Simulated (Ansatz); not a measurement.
# BGeH3Cl2 (SMILES Cl[B](Cl)[GeH3]): BCCD(T)/cc-pVDZ

What is the energy change on altering one bond length of BGeH3Cl2 at BCCD(T)/cc-pVDZ? 

The results are computed with Ansatz 0.2.0.

72 further runs of the same task are left out: 72 set aside as unsound or not needed.

## 1. The system as given

BGeH3Cl2 has 7 atoms, charge 0, and is taken as a singlet. SMILES: `Cl[B](Cl)[GeH3]`. The shape is that of a PBE0-D4/def2-TZVP optimisation.

Bond lengths: Cl1–B2 1.741 Å, B2–Cl3 1.743 Å, B2–Ge4 2.068 Å, Ge4–H5 1.538 Å, Ge4–H6 1.538 Å, Ge4–H7 1.535 Å. Angles: Cl1–B2–Cl3 118.5°, Cl1–B2–Ge4 121.7°, Cl3–B2–Ge4 119.8°, B2–Ge4–H5 109.4°, B2–Ge4–H6 109.3°, B2–Ge4–H7 111.8°, H5–Ge4–H6 107.9°, H5–Ge4–H7 109.2°, H6–Ge4–H7 109.2°.

## 2. The energy at BCCD(T)/cc-pVDZ

The input, in.yaml:

```yaml
crystal:
  periodic: [false, false, false]
  atoms:
    - {symbol: Cl, position_ang: [1.749500, -1.428200, 1.208700]}
    - {symbol: B, position_ang: [0.206400, -1.021900, 0.511500]}
    - {symbol: Cl, position_ang: [-1.082400, -2.191800, 0.604700]}
    - {symbol: Ge, position_ang: [-0.123100, 0.798500, -0.412200]}
    - {symbol: H, position_ang: [-0.556200, 0.560600, -1.868300]}
    - {symbol: H, position_ang: [-1.266100, 1.534300, 0.306700]}
    - {symbol: H, position_ang: [1.133300, 1.680500, -0.396700]}
basis:
  gaussian:
    orbitals: cc-pVDZ
total_charge: 0
correlation:
  method: bccd_t
  frozen_orbitals: {B: 1, Cl: 5, Ge: 9, H: 0}
accuracy: high
scf:
  omitted_lower_state_checks: [cluster_reference, increment]
```

Launch:

```
ansatz run in.yaml --threads 1 --pin off --max-ram 3480MiB --events-out events.jsonl --progress --plain --runs-dir runs
```

What it wrote, shortened:

```text
Warning: RAYON_NUM_THREADS=1 ignored (pool sized by the plan → 1); use --threads N
Functional definition: HF
  name "HF"
[...]
2113 factors; integrals over basis functions are off by at most 4.4e-9 eV
[...]
mean field -82201.32330390 eV, -3020.8429133603 hartree, gradient 6.9e-8 eV, S^2 0.000000; 0 other end points of the search recorded, 0 dependent functions left out
20 core orbitals not correlated: weight in the atoms' cores, before any rotation towards them, 1.000 or more for the frozen orbitals, at most 0.000 for the correlated occupied ones
reference -82201.32330390 eV, -3020.8429133603 hartree; 17, 17 occupied and 55, 55 virtual orbitals, 2113 factors
second order -12.84123471 eV of doubles, -0.00000000 eV of singles
cycle   1  -13.75494437 eV  change   -9.1e-1 eV  update   9.2e-2
[...]
cycle  19  -14.16386315 eV  change    1.9e-9 eV  update   2.4e-9
perturbative correction -0.43364322 eV, -0.0159360945 hartree
Total energy: -82215.92081027 eV, -3021.3793618248 hartree
Checks for a lower state left out: cluster_reference, increment
```

Run time: 31 s. Hardware: 1 thread of Arm Neoverse V1, shared host; peak memory 0.65 GiB.

## 3. The distorted shape

The input, run.yaml:

```yaml
basis:
  gaussian: {orbitals: cc-pVDZ}
crystal:
  periodic: [false, false, false]
  atoms:
    - {symbol: Cl, position_ang: [2.780570, -0.492253, 1.134138]}
    - {symbol: B, position_ang: [1.237470, -0.085953, 0.436938]}
    - {symbol: Cl, position_ang: [-1.082400, -2.191800, 0.604700]}
    - {symbol: Ge, position_ang: [0.907970, 1.734447, -0.486762]}
    - {symbol: H, position_ang: [0.474870, 1.496547, -1.942862]}
    - {symbol: H, position_ang: [-0.235030, 2.470247, 0.232138]}
    - {symbol: H, position_ang: [2.164370, 2.616447, -0.471262]}
total_charge: 0
correlation: {method: bccd_t, frozen_orbitals: {B: 1, Cl: 5, Ge: 9, H: 0}}
accuracy: high
scf: {omitted_lower_state_checks: [cluster_reference, increment]}
```

Launch:

```
ansatz run run.yaml --threads 1 --pin off --max-ram 3480MiB --events-out events.jsonl --progress --plain --runs-dir runs
```

What it wrote, shortened:

```text
Warning: RAYON_NUM_THREADS=1 ignored (pool sized by the plan → 1); use --threads N
Functional definition: HF
  name "HF"
[...]
2072 factors; integrals over basis functions are off by at most 4.6e-9 eV
[...]
mean field -82197.14120802 eV, -3020.6892241714 hartree, gradient 1.9e-8 eV, S^2 0.000000; 2 other end points of the search recorded, 0 dependent functions left out; unrestricted orbitals would lower it
20 core orbitals not correlated: weight in the atoms' cores, before any rotation towards them, 1.000 or more for the frozen orbitals, at most 0.000 for the correlated occupied ones
reference -82197.14120802 eV, -3020.6892241714 hartree; 17, 17 occupied and 55, 55 virtual orbitals, 2072 factors
second order -12.80143822 eV of doubles, -0.00000000 eV of singles
cycle   1  -13.63829528 eV  change   -8.4e-1 eV  update   1.6e-1
[...]
cycle  32  -14.28811766 eV  change   6.1e-10 eV  update   2.4e-9
perturbative correction -0.61651076 eV, -0.0226563527 hartree
Total energy: -82212.04583645 eV, -3021.2369591634 hartree
Checks for a lower state left out: cluster_reference, increment
```

It took 44 s on 1 thread of Arm Neoverse V1, shared host; peak memory 0.64 GiB.

## 4. Summary of results

Level: BCCD(T)/cc-pVDZ, 20 core orbitals frozen.

| quantity | value |
| --- | --- |
| first shape: total energy | -3021.37936 Eh |
| first shape: correlation energy (20 core orbitals frozen) | -536.4 mEh |
| first shape: (T) correction | -15.94 mEh |
| distorted shape: total energy | -3021.23696 Eh |
| distorted shape: correlation energy (20 core orbitals frozen) | -547.7 mEh |
| distorted shape: (T) correction | -22.66 mEh |
| energy change with the B2–Cl3 bond stretched from 1.743 to 3.138 Å | 3.875 eV |

**Reading.** With the B2–Cl3 bond stretched from 1.743 to 3.138 Å the energy rises by 3.87 eV (374 kJ/mol). The first shape isn't relaxed at this level, so the change isn't measured from a minimum. The triples (first shape) make up 3.0 % of the correlation energy. The restricted solution (distorted shape) is unstable to spin breaking: an unrestricted one lies lower. The triples (distorted shape) make up 4.1 % of the correlation energy.
